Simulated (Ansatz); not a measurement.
# C2H7AlClN: a ladder of functionals and wavefunction methods

One table from this session's results is given with a row withheld; the runs are named, their logs left out.

Program: Ansatz 0.2.0, Gaussian basis. Level of theory: functionals in def2-TZVPP, the program's frozen cores in correlated methods. These are calculated values, not measurements.

The runs, in order: LDA (SPW92), PBE-D4, revPBE-D4, BLYP-D4, r2SCAN-D4, B97M-V, PBE0-D4, B3LYP-D4, r2SCANh-D4, r2SCAN0-D4, HSE06-D4, BHLYP-D4, CAM-B3LYP-D4, LC-ωPBE, ωB97X-V, ωB97M-V, B2PLYP, PBE-QIDH; CCSD(T)/def2-SVP; CCSD(T)/def2-TZVPP; MP2/def2-QZVPP; extrapolation to the limit; RPA on PBE.

## Structure used throughout

An earlier PBE0-D4 in a triple-zeta def2 set relaxation fixed the geometry.

SMILES `C[NH][Al]([CH3])[Cl]`, 12 atoms, charge 0, spin multiplicity 1.

Atoms are counted from 1 here; the program's logs count them from 0.

Bond lengths: C1–N2 1.447 Å, C1–H6 1.096 Å, C1–H7 1.093 Å, C1–H8 1.096 Å, N2–Al3 1.762 Å, N2–H9 1.009 Å, Al3–C4 1.937 Å, Al3–Cl5 2.108 Å, C4–H10 1.094 Å, C4–H11 1.093 Å, C4–H12 1.094 Å. Angles: N2–C1–H6 112.3°, N2–C1–H7 110.1°, N2–C1–H8 112.3°, H6–C1–H7 107.0°, H6–C1–H8 107.7°, H7–C1–H8 107.0°, C1–N2–Al3 128.9°, C1–N2–H9 112.2°, Al3–N2–H9 118.9°, N2–Al3–C4 124.3°, N2–Al3–Cl5 115.1°, C4–Al3–Cl5 120.6°, Al3–C4–H10 110.7°, Al3–C4–H11 112.5°, Al3–C4–H12 110.7°, H10–C4–H11 108.0°, H10–C4–H12 106.8°, H11–C4–H12 108.0°.

As a file:

| atom | x (Å) | y (Å) | z (Å) |
| --- | --- | --- | --- |
| C1 | -1.4968 | 0.7499 | 0.8963 |
| N2 | -0.1824 | 1.1770 | 0.4681 |
| Al3 | 1.0626 | 0.2533 | -0.3691 |
| C4 | 0.8789 | -1.6029 | -0.8930 |
| Cl5 | 2.8345 | 1.3164 | -0.7872 |
| H6 | -2.2981 | 1.3310 | 0.4248 |
| H7 | -1.6584 | -0.2964 | 0.6256 |
| H8 | -1.6261 | 0.8242 | 1.9825 |
| H9 | 0.0003 | 2.1414 | 0.7029 |
| H10 | 1.0004 | -1.7129 | -1.9745 |
| H11 | -0.0924 | -2.0209 | -0.6186 |
| H12 | 1.6545 | -2.2153 | -0.4239 |

Set-up of the first run:

File in.yaml:

```yaml
crystal:
  periodic: [false, false, false]
  atoms:
    - {symbol: C, position_ang: [-1.496809, 0.749895, 0.896260]}
    - {symbol: N, position_ang: [-0.182444, 1.176994, 0.468142]}
    - {symbol: Al, position_ang: [1.062592, 0.253305, -0.369084]}
    - {symbol: C, position_ang: [0.878936, -1.602885, -0.893025]}
    - {symbol: Cl, position_ang: [2.834519, 1.316362, -0.787220]}
    - {symbol: H, position_ang: [-2.298113, 1.331044, 0.424786]}
    - {symbol: H, position_ang: [-1.658448, -0.296389, 0.625565]}
    - {symbol: H, position_ang: [-1.626057, 0.824184, 1.982481]}
    - {symbol: H, position_ang: [0.000341, 2.141362, 0.702950]}
    - {symbol: H, position_ang: [1.000436, -1.712890, -1.974500]}
    - {symbol: H, position_ang: [-0.092421, -2.020923, -0.618563]}
    - {symbol: H, position_ang: [1.654467, -2.215257, -0.423892]}
basis:
  gaussian: {orbitals: def2-TZVPP}
hamiltonian: {xc: lda}
output: {orbitals: {seedname: orbitals}}
```

Run with:

```console
$ ansatz run in.yaml --threads 4 --pin off --events-out ev --progress --plain --max-ram 10444MiB
```

Among the steps run: LDA; PBE-D4 (GGA); revPBE-D4 (GGA); BLYP-D4 (GGA); r2SCAN-D4 (meta-GGA); B97M-V (meta-GGA); PBE0-D4 (hybrid); B3LYP-D4 (hybrid); r2SCANh-D4 (hybrid); r2SCAN0-D4 (hybrid); HSE06-D4 (hybrid); BHLYP-D4 (hybrid); CAM-B3LYP-D4 (range-separated); LC-ωPBE (range-separated); ωB97X-V (range-separated); ωB97M-V (range-separated); B2PLYP (double hybrid); PBE-QIDH (double hybrid).

One table of the session follows, with a row left open; its other results are not shown here.

It belongs to the step «Frontier levels by functional». 

| functional | HOMO (eV) | gap (eV) |
| --- | --- | --- |
| LDA (SPW92) | -5.74 | 4.80 |
| PBE-D4 | -5.60 | 4.85 |
| revPBE-D4 | -5.54 | 4.91 |
| BLYP-D4 | ? | ? |
| r2SCAN-D4 | -5.85 | 5.52 |
| B97M-V | -5.92 | 5.32 |
| PBE0-D4 | -6.92 | 6.96 |
| B3LYP-D4 | -6.69 | 6.46 |
| r2SCANh-D4 | -6.34 | 6.27 |
| r2SCAN0-D4 | -7.10 | 7.39 |
| HSE06-D4 | -6.51 | 6.19 |
| BHLYP-D4 | -8.17 | 8.87 |
| CAM-B3LYP-D4 | -8.33 | 9.19 |
| LC-ωPBE | -9.72 | 11.82 |
| ωB97X-V | -9.35 | 11.22 |
| ωB97M-V | -9.25 | 10.74 |

Q: Estimate the row for BLYP-D4 from the others.

Worked estimate for «HOMO (eV)». Against the share of exact exchange, B3LYP-D4 (0.2, -6.69), BHLYP-D4 (0.5, -8.17) give a slope of -4.93 per unit share; at 0 the line stands at -5.70.

**Answer.** HOMO (eV): -5.48; gap (eV): 4.78. In «HOMO (eV)» the line misses by -0.22.
